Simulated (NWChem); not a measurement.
# the pair CH3FN2···CH2FN: a chain of runs

Aim: the energy (singlet C2H5F2N3, M06-2X/3-21G), then the energy (singlet CH3FN2, M06-2X/3-21G), then the energy (singlet CH2FN, M06-2X/3-21G), then a single-point energy (singlet CH3FN2, M06-2X/3-21G), then the energy (singlet CH2FN, M06-2X/3-21G) of C2H5F2N3 and its partners. 

The calculation is run with NWChem 7.3.0.

### 1 The molecule

C2H5F2N3: 12 atoms, total charge 0, spin state singlet. The two molecules were placed rigidly side by side, at 0.9 times their contact distance; the pair isn't optimised.

Bond lengths: N1–C2 1.252 Å, C2–N3 1.356 Å, C2–F4 1.350 Å, N8–C9 1.242 Å, C9–F10 1.328 Å, N1–H5 1.013 Å, N3–H6 1.005 Å, N3–H7 1.004 Å, N8–H11 1.016 Å, C9–H12 1.092 Å. Some angles: N1–C2–N3 126.2°, N1–C2–F4 124.1°, N3–C2–F4 109.8°, N8–C9–F10 120.0°, C2–N1–H5 111.7°, C2–N3–H6 115.5°, C2–N3–H7 117.5°, N8–C9–H12 129.8°, F10–C9–H12 110.2°, C9–N8–H11 110.6°.

### 2 A single-point energy at M06-2X/3-21G (run 1)

Contents of c2h5f2n3.nw:

```
start c2h5f2n3
memory 2200 mb
geometry noautosym nocenter noautoz
 N       -0.848870       1.059810      -0.303070
 C       -0.259970      -0.035790      -0.163870
 N        0.769330      -0.288790       0.681230
 F       -0.598870      -1.165090      -0.821370
 H       -1.629770       0.986010      -0.944470
 H        1.212430       0.521310       1.077330
 H        1.355730      -1.077490       0.474230
 N        2.916210       2.332460       1.458100
 C        2.906290       2.875330       2.575070
 F        2.083440       3.890640       2.813530
 H        3.595000       1.577200       1.434740
 H        3.497360       2.651980       3.465400
end
basis spherical bse
 N library 3-21G
 C library 3-21G
 F library 3-21G
 H library 3-21G
end
dft
 xc m06-2x
 grid fine
 convergence energy 1e-08
 maxiter 100
 mulliken
 print low
end
task dft energy
```

Command:

```sh
$ nwchem c2h5f2n3.nw > c2h5f2n3.out
```

The log of the run:

```text
[...]
 d= 0,ls=0.0,diis     1   -440.2775742566 -7.13D+02  2.18D-02  1.60D+00     1.5
[...]
 d= 0,ls=0.0,diis    11   -440.4896459575 -3.46D-09  1.81D-07  2.12D-10    12.7
         Total DFT energy =     -440.489645957513
      One electron energy =    -1145.502126829252
           Coulomb energy =      486.229536436339
    Exchange-Corr. energy =      -54.032832264758
 Nuclear repulsion energy =      272.815776700158
[...]
      Total Density - Mulliken Population Analysis
     ---------------------------------------------
    Atom       Charge   Shell Charges
 -----------   ------   -------------------------------------------------------
    1 N    7     7.63   1.99  0.40  1.81  1.38  2.05
    2 C    6     5.23   1.98  0.45  1.60  0.41  0.78
    3 N    7     7.79   1.99  0.37  1.92  1.28  2.24
    4 F    9     9.31   1.99  0.45  2.45  1.55  2.88
    5 H    1     0.72   0.46  0.26
    6 H    1     0.66   0.44  0.23
    7 H    1     0.68   0.45  0.23
    8 N    7     7.56   1.99  0.40  1.80  1.40  1.98
    9 C    6     5.62   1.98  0.44  1.59  0.66  0.95
   10 F    9     9.28   1.98  0.45  2.45  1.54  2.85
[...]
```

Wall time 14 s (1 thread of Intel Xeon Platinum 8488C (Sapphire Rapids), shared host); peak memory 0.12 GiB.

### 3 CH3FN2: the energy at M06-2X/3-21G (run 2)

Contents of nw.nw:

```
start nw
title "CH3FN2"
memory stack 880 mb heap 220 mb global 1100 mb
charge 0
geometry noautosym nocenter noautoz
   N     -0.848870     1.059810    -0.303070
   C     -0.259970    -0.035790    -0.163870
   N      0.769330    -0.288790     0.681230
   F     -0.598870    -1.165090    -0.821370
   H     -1.629770     0.986010    -0.944470
   H      1.212430     0.521310     1.077330
   H      1.355730    -1.077490     0.474230
end
basis spherical bse
   * library 3-21G
end
dft
   xc m06-2x
   mult 1
   grid fine
   convergence energy 1e-08
   iterations 100
   mulliken
   print low
end
task dft
```

Command:

```sh
$ nwchem nw.nw > nw.out
```

The log of the run:

```text
[...]
 d= 0,ls=0.0,diis     1   -247.6512040711 -3.70D+02  2.90D-02  8.96D-01     0.7
[...]
 d= 0,ls=0.0,diis    10   -247.7678919381 -3.47D-09  2.08D-06  1.28D-08     4.6
         Total DFT energy =     -247.767891938053
      One electron energy =     -580.651867655572
           Coulomb energy =      241.697196290584
    Exchange-Corr. energy =      -30.672000363123
 Nuclear repulsion energy =      121.858779790058
[...]
      Total Density - Mulliken Population Analysis
     ---------------------------------------------
    Atom       Charge   Shell Charges
 -----------   ------   -------------------------------------------------------
    1 N    7     7.64   1.99  0.40  1.81  1.38  2.06
    2 C    6     5.23   1.98  0.45  1.60  0.41  0.78
    3 N    7     7.78   1.99  0.37  1.92  1.28  2.23
    4 F    9     9.31   1.99  0.45  2.45  1.55  2.87
    5 H    1     0.72   0.46  0.26
    6 H    1     0.66   0.44  0.22
    7 H    1     0.67   0.44  0.22
[...]
```

Wall time 5.4 s (1 thread of Intel Xeon Platinum 8488C (Sapphire Rapids), shared host); peak memory 0.11 GiB.

### 4 CH2FN: a single-point energy at M06-2X/3-21G (run 3)

Contents of m1.nw:

```
start m1
title "CH2FN M06-2X"
memory total 2200 mb

geometry units bohr noautosym nocenter noautoz
  N    5.51083822   4.40771060   2.75540966
  C    5.49209214   5.43358622   4.86617705
  F    3.93713100   7.35224405   5.31680114
  H    6.79356542   2.98047604   2.71126566
  H    6.60905256   5.01151589   6.54865691
end

basis spherical bse
  * library 3-21G
end

dft
  xc m06-2x
  grid fine
  convergence energy 1e-08
  maxiter 100
  mulliken
  noprint "final vectors analysis"
end

task dft energy
```

Command:

```sh
$ nwchem m1.nw > m1.out
```

The log of the run:

```text
[...]
          Wavefunction type:  closed shell.
          No. of atoms     :     5
          No. of electrons :    24
[...]
          Charge           :     0
          Spin multiplicity:     1
[...]
          AO basis - number of functions:    31
[...]
              XC Information
              --------------
                       M06-2X Method XC Functional
                     Hartree-Fock (Exact) Exchange  0.540
                        M06-2X Exchange Functional  1.000
                      M06-2X Correlation Potential  1.000
[...]
 d= 0,ls=0.0,diis     1   -192.6216570519 -2.61D+02  3.32D-02  7.12D-01     0.4
[...]
 d= 0,ls=0.0,diis    10   -192.7183333000 -3.15D-09  1.77D-06  2.43D-09     2.7
         Total DFT energy =     -192.718333299967
      One electron energy =     -400.042554339087
           Coulomb energy =      162.133676852369
    Exchange-Corr. energy =      -23.367095449160
 Nuclear repulsion energy =       68.557639635912
[...]
      Total Density - Mulliken Population Analysis
     ---------------------------------------------
    Atom       Charge   Shell Charges
 -----------   ------   -------------------------------------------------------
    1 N    7     7.56   1.99  0.40  1.80  1.39  1.97
    2 C    6     5.63   1.98  0.44  1.60  0.65  0.96
    3 F    9     9.29   1.98  0.45  2.45  1.54  2.86
    4 H    1     0.71   0.46  0.25
    5 H    1     0.81   0.48  0.32
[...]
```

Wall time 3.6 s (1 thread of Intel Xeon Platinum 8488C (Sapphire Rapids), shared host); peak memory 0.11 GiB.

### 5 CH3FN2 among ghost functions: a single-point energy at M06-2X/3-21G (with ghost functions) (run 4)

Contents of geom.nw:

```
start geom
title "CH3FN2 energy"
memory stack 880 mb heap 220 mb global 1100 mb

geometry noautosym nocenter noautoz
N     -0.848870     1.059810    -0.303070
C     -0.259970    -0.035790    -0.163870
N      0.769330    -0.288790     0.681230
F     -0.598870    -1.165090    -0.821370
H     -1.629770     0.986010    -0.944470
H      1.212430     0.521310     1.077330
H      1.355730    -1.077490     0.474230
bqN      2.916210     2.332460     1.458100
bqC      2.906290     2.875330     2.575070
bqF      2.083440     3.890640     2.813530
bqH      3.595000     1.577200     1.434740
bqH      3.497360     2.651980     3.465400
end

basis spherical bse
N library 3-21G
C library 3-21G
F library 3-21G
H library 3-21G
bqN library N 3-21G
bqC library C 3-21G
bqF library F 3-21G
bqH library H 3-21G
end

dft
xc m06-2x
grid fine
convergence energy 1e-08
maxiter 100
mulliken
noprint "final vectors analysis"
end

task dft energy
```

Command:

```sh
$ nwchem geom.nw > geom.out
```

The log of the run:

```text
[...]
          Wavefunction type:  closed shell.
          No. of atoms     :    12
          No. of electrons :    32
[...]
          Charge           :     0
          Spin multiplicity:     1
[...]
          AO basis - number of functions:    73
[...]
              XC Information
              --------------
                       M06-2X Method XC Functional
                     Hartree-Fock (Exact) Exchange  0.540
                        M06-2X Exchange Functional  1.000
                      M06-2X Correlation Potential  1.000
[...]
 d= 0,ls=0.0,diis     1   -247.6515156058 -3.70D+02  1.67D-02  8.96D-01     1.4
[...]
 d= 0,ls=0.0,diis    10   -247.7681936102 -3.47D-09  1.20D-06  1.28D-08    10.5
         Total DFT energy =     -247.768193610242
      One electron energy =     -580.647777011158
           Coulomb energy =      241.692429128758
    Exchange-Corr. energy =      -30.671625517901
 Nuclear repulsion energy =      121.858779790058
[...]
      Total Density - Mulliken Population Analysis
     ---------------------------------------------
    Atom       Charge   Shell Charges
 -----------   ------   -------------------------------------------------------
    1 N    7     7.64   1.99  0.40  1.81  1.38  2.06
    2 C    6     5.23   1.98  0.45  1.60  0.41  0.78
    3 N    7     7.79   1.99  0.37  1.92  1.28  2.23
    4 F    9     9.31   1.99  0.45  2.45  1.55  2.87
    5 H    1     0.72   0.46  0.26
    6 H    1     0.66   0.44  0.21
    7 H    1     0.67   0.44  0.22
    8 X    0     0.00   0.00  0.00 -0.00 -0.00  0.00
    9 X    0     0.00  -0.00 -0.00 -0.00  0.00  0.00
   10 X    0    -0.00   0.00  0.00  0.00 -0.00 -0.00
[...]
```

It took 11 s on 1 thread of Intel Xeon Platinum 8488C (Sapphire Rapids), shared host; peak memory 0.12 GiB.

### 6 CH2FN among ghost functions: a single-point energy at M06-2X/3-21G (with ghost functions) (run 5)

Contents of calc.nw:

```
start calc
title "CH2FN"
memory 2200 mb

geometry units atomic noautosym nocenter noautoz
N   5.51083822  4.40771060  2.75540966
C   5.49209214  5.43358622  4.86617705
F   3.93713100  7.35224405  5.31680114
H   6.79356542  2.98047604  2.71126566
H   6.60905256  5.01151589  6.54865691
bqN     -1.604132     2.002751    -0.572719
bqC     -0.491272    -0.067633    -0.309669
bqN      1.453823    -0.545734     1.287338
bqF     -1.131700    -2.201701    -1.552164
bqH     -3.079819     1.863289    -1.784790
bqH      2.291161     0.985133     2.035859
bqH      2.561958    -2.036161     0.896165
end

basis "ao basis" spherical bse
N library 3-21G
C library 3-21G
F library 3-21G
H library 3-21G
bqN library N 3-21G
bqC library C 3-21G
bqF library F 3-21G
bqH library H 3-21G
end

dft
xc m06-2x
grid fine
convergence energy 1e-08
iterations 100
mulliken
print low
end

task dft energy
```

Command:

```sh
$ nwchem calc.nw > calc.out
```

The log of the run:

```text
[...]
 d= 0,ls=0.0,diis     1   -192.6241968863 -2.61D+02  1.41D-02  7.10D-01     1.3
[...]
 d= 0,ls=0.0,diis    10   -192.7207882215 -3.19D-09  7.56D-07  2.52D-09    10.7
         Total DFT energy =     -192.720788221523
      One electron energy =     -399.989589390927
           Coulomb energy =      162.071877761629
    Exchange-Corr. energy =      -23.360716228136
 Nuclear repulsion energy =       68.557639635912
[...]
      Total Density - Mulliken Population Analysis
     ---------------------------------------------
    Atom       Charge   Shell Charges
 -----------   ------   -------------------------------------------------------
    1 N    7     7.55   1.99  0.40  1.80  1.40  1.96
    2 C    6     5.63   1.98  0.44  1.60  0.65  0.96
    3 F    9     9.29   1.98  0.45  2.45  1.54  2.86
    4 H    1     0.71   0.46  0.25
    5 H    1     0.80   0.48  0.32
    6 X    0    -0.00   0.00  0.00  0.00 -0.00 -0.00
    7 X    0    -0.00   0.00  0.00  0.00 -0.00 -0.00
    8 X    0    -0.00   0.00  0.00  0.00 -0.00 -0.00
    9 X    0     0.00  -0.00 -0.00 -0.00  0.00  0.00
   10 X    0    -0.00   0.00 -0.00
[...]
```

Wall time 11 s (1 thread of Intel Xeon Platinum 8488C (Sapphire Rapids), shared host); peak memory 0.12 GiB.

### 7 Outcome

```
                                                                                                                   quantity          value
                                                                                          run 1, M06-2X/3-21G: total energy  -440.48965 Eh
                                                                                                       CH3FN2: total energy  -247.76789 Eh
                                                                                                        CH2FN: total energy  -192.71833 Eh
                                                                                                       CH2FN: dipole moment         3.11 D
                                                                                 CH3FN2 among ghost functions: total energy  -247.76819 Eh
                                                                                CH3FN2 among ghost functions: dipole moment         2.03 D
                                                                                  CH2FN among ghost functions: total energy  -192.72079 Eh
              interaction energy of the rigid parts CH3FN2 and CH2FN (parts in their own basis; closest atoms 2.52 Å apart)      -0.093 eV
interaction energy of the rigid parts CH3FN2 and CH2FN (parts in the whole basis, counterpoise; closest atoms 2.52 Å apart)      -0.018 eV
```

What this shows: The interaction energy of the rigid parts CH3FN2 and CH2FN (parts in their own basis; closest atoms 2.52 Å apart) is −0.09 eV (−9.0 kJ/mol): the parts attract. Without counterpoise this holds the superposition error of the basis. The interaction energy of the rigid parts CH3FN2 and CH2FN (parts in the whole basis, counterpoise; closest atoms 2.52 Å apart) is −0.02 eV (−1.7 kJ/mol). The basis-set superposition error is 7.2 kJ/mol. Mulliken charges (CH3FN2) run from -0.78 on N3 to +0.77 on C2; they depend strongly on the basis.
